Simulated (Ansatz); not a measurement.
Below is the output of a Python script on Ansatz's Python interface that makes a ladder of methods at one geometry of CH₇ClSiSn, SMILES [CH3][SnH2][SiH2]Cl. Write a script that gives it. Use (for the species named): PBE0, def2-SVP basis, multiplicity 1. The script varies functional: pbe0, r2scan0, lc_wpbe, b3lyp, hse06, pbe.

Contents of `ch7clsisn.xyz`:
```text
11

C    -0.98220    1.54360    0.08330
Sn   -0.24440   -0.21100    0.93030
Si    1.22190   -1.32080   -0.76670
Cl    0.24640   -1.66650   -2.51290
H    -1.69650    2.07940    0.78620
H    -0.19540    2.28500   -0.19310
H    -1.57830    1.33900   -0.83960
H    -1.52010   -1.26690    1.33630
H     0.68330    0.20030    2.41020
H     2.39750   -0.44170   -1.02610
H     1.73320   -2.59750   -0.18720
```

```console
$ python methods_ch7clsisn.py
functional    E (Ha)        dipole (D)   HOMO (eV)  LUMO (eV)
pbe0         -1005.739871     1.066      -7.571     -0.335
r2scan0      -1006.022226     1.089      -7.757     -0.221
lc_wpbe      -1005.858125     1.110     -10.104      1.827
b3lyp        -1006.167659     0.959      -7.323     -0.464
hse06        -1005.720616     1.063      -7.181     -0.708
pbe          -1005.643739     0.997      -6.429     -1.134
```

One script that gives this output:

`methods_ch7clsisn.py`
```python
# -*- coding: utf-8 -*-
"""One geometry of CH7ClSiSn, method by method."""

from pathlib import Path

import ansatz as az
import numpy as np


def main():
    geometry = az.Crystal.molecule_from_extxyz("ch7clsisn.xyz")

    job = geometry.calculation().basis(gaussian="def2-SVP")

    print("functional    E (Ha)        dipole (D)   HOMO (eV)  LUMO (eV)")
    for name in ["pbe0", "r2scan0", "lc_wpbe", "b3lyp", "hse06", "pbe"]:
        rep = job.functional(name).forces().orbitals().run(runs_dir="runs").report
        lines = Path(rep["orbitals_path"]).read_text().splitlines()
        field_of = lambda key: [line.split("=")[1].strip() for line in lines if line.startswith(key)]
        orbitals = [(27.211386 * float(e), s, float(n)) for e, s, n in zip(field_of("Ene="), field_of("Spin="), field_of("Occup="))]
        homo = max(e for e, _, n in orbitals if n > 0.5)
        lumo = min(e for e, _, n in orbitals if n < 0.5)
        dipole = 4.803205 * np.linalg.norm(rep["charge_distribution"]["dipole_moment_e_ang"])
        print(f"{name:10s} {rep['free_energy_ev'] / 27.211386246:14.6f} {dipole:9.3f} {homo:11.3f} {lumo:10.3f}")


if __name__ == "__main__":
    main()
```

What to keep in mind:
- Total energies depend on the basis set; only differences at equal settings carry meaning.
- The geometry is a force-field or estimated start, not a minimum of this method, and the basis set is short of its limit. A lower total doesn't mark the better method: functionals have no common bound, and MP2 and coupled cluster aren't variational.
- def2 sets replace the cores of elements past krypton by effective core potentials.
- b3lyp holds the VWN-RPA fit, as in Gaussian; the form of ORCA and Turbomole is b3lyp5.
- Levels such as HOMO and LUMO are orbital energies: with these approximate functionals they aren't the ionisation energy and electron affinity, and their gap isn't the fundamental gap.
- hse06 follows the composition of plane-wave codes, whose totals differ by tens of mHa, up to about 0.1 Ha, from the form usual in Gaussian-basis programs (wpbeh).
- Timing: 65 s on 1 thread of Intel(R) Xeon(R) Platinum 8259CL CPU @ 2.50GHz (Skylake/Cascade Lake), with other jobs on the host, peak memory 0.36 GiB.
